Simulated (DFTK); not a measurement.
Wanted: the native input for a DFTK 0.8.2 run.

| Item | Value |
| --- | --- |
| Task | single point |
| Functional | PBE |
| Potentials or basis | dojo.nc.sr.pbe.v0_4_1.standard.upf (PBE) |
| Cutoff | 1497 eV |
| k mesh | 6 × 6 × 6 |
| Occupations | fermi-dirac, width 0.05 eV |
| Spin | collinear spin, ferromagnetic start |
| Starting moments | [0.0, 0.0, 4.0, 1.0, 0.0, 0.0, 0.0, 0.0, 0.0, 0.0] μB |
| Valence electrons | La 11, Mn 15, Mo 14, Na 9, O 6 |
| SCF tolerance on the density | 1e-06 |

NaLaMnMoO6:

```
CELL_PARAMETERS angstrom
0.00000 3.86259 3.86259
3.86259 0.00000 3.86259
3.86259 3.86259 0.00000
ATOMIC_POSITIONS crystal
Na 0.25000 0.25000 0.25000
La 0.75000 0.75000 0.75000
Mn 0.50000 0.50000 0.50000
Mo 0.00000 0.00000 0.00000
O 0.74662 0.25338 0.25338
O 0.25338 0.25338 0.74662
O 0.25338 0.74662 0.25338
O 0.74662 0.25338 0.74662
O 0.74662 0.74662 0.25338
O 0.25338 0.74662 0.74662
```

The cell was built by a generator and needn't be a form met in nature.

The input as run:

run.jl

```julia
using DFTK
using PseudoPotentialData
using Unitful, UnitfulAtomic
using LinearAlgebra, Printf
include("save.jl")
setup_threading()

# lattice vectors are the columns
lattice = austrip(1u"Å") * [           0.0        3.86259        3.86259;
                  3.86259            0.0        3.86259;
                  3.86259        3.86259            0.0]
symbols   = [:Na, :La, :Mn, :Mo, :O, :O, :O, :O, :O, :O]
positions = [[0.25, 0.25, 0.25],
             [0.75, 0.75, 0.75],
             [0.5, 0.5, 0.5],
             [0.0, 0.0, 0.0],
             [0.74662, 0.25338, 0.25338],
             [0.25338, 0.25338, 0.74662],
             [0.25338, 0.74662, 0.25338],
             [0.74662, 0.25338, 0.74662],
             [0.74662, 0.74662, 0.25338],
             [0.25338, 0.74662, 0.74662]]
pseudopotentials = PseudoFamily("dojo.nc.sr.pbe.v0_4_1.standard.upf")
elements = Dict(s => ElementPsp(s, pseudopotentials) for s in unique(symbols))
atoms    = [elements[s] for s in symbols]
magnetic_moments = [0.0, 0.0, 4.0, 1.0, 0.0, 0.0, 0.0, 0.0, 0.0, 0.0]

build_model(lattice, positions; symmetries=true) =
    model_DFT(lattice, atoms, positions;
              functionals=PBE(),
              magnetic_moments,
              spin_polarization=:collinear,
              temperature=austrip(0.05u"eV"),
              smearing=Smearing.FermiDirac(),
              symmetries)
Ecut  = 55.0  # hartree
kgrid = [6, 6, 6]
tol   = 1e-6
to_GPa = ustrip(uconvert(u"GPa", 1u"hartree/bohr^3"))

model = build_model(lattice, positions)
basis = PlaneWaveBasis(model; Ecut, kgrid)
display(basis)
scfres = self_consistent_field(basis;
                               tol,
                               ρ=guess_density(basis, magnetic_moments),
                               nbandsalg=AdaptiveBands(model; n_bands_converge=56))
display(scfres.energies)
@printf "Fermi level: %.6f eV\n" ustrip(auconvert(u"eV", something(scfres.εF, NaN)))
forces = compute_forces_cart(scfres)
println("Forces (eV/Å)")
for (s, f) in zip(symbols, forces)
    @printf "%-3s %12.6f %12.6f %12.6f\n" s ustrip.(auconvert.(u"eV/Å", f))...
end
stress = compute_stresses_cart(scfres)
println("Stress (GPa)")
display(round.(stress * to_GPa; digits=4))
@printf "Total moment: %.4f μB\n" sum(spin_density(scfres.ρ)) * scfres.basis.dvol
println("Levels at the first k-point (eV): ", round.(ustrip.(auconvert.(u"eV", scfres.eigenvalues[1][1:scfres.n_bands_converge])); digits=4))
save_scf!(scfres; forces, stress)
```

Potentials or basis: dojo.nc.sr.pbe.v0_4_1.standard.upf (PBE).

Launch:

```sh
$ julia --threads=4 run.jl  # save.jl only writes the numbers to a file and isn't shown; printed stress counts tension as positive; times include loading and compiling
```

Results of the run:

```json
{
  "Pressure": "0.1 GPa",
  "Largest force": "0.038 eV/Å",
  "Band gap on the k mesh": "none (metal or under the smearing width)",
  "Net moment": "1.29 μB per cell",
  "Absolute moment": "3.39 μB per cell",
  "Site moments": "Na +0.00; La -0.04; Mn +2.13; Mo -0.77; O -0.01 μB"
}
```

Caveat: a cell with one magnetic atom can't hold antiferromagnetic order, which such compounds often take; semilocal functionals often make such compounds metallic where correlation or magnetic order opens a gap, which also shifts bond lengths.

It took 28 min on 4 threads of Intel(R) Xeon(R) 6975P-C (Granite Rapids), with other jobs on the host, peak memory 13 GiB.
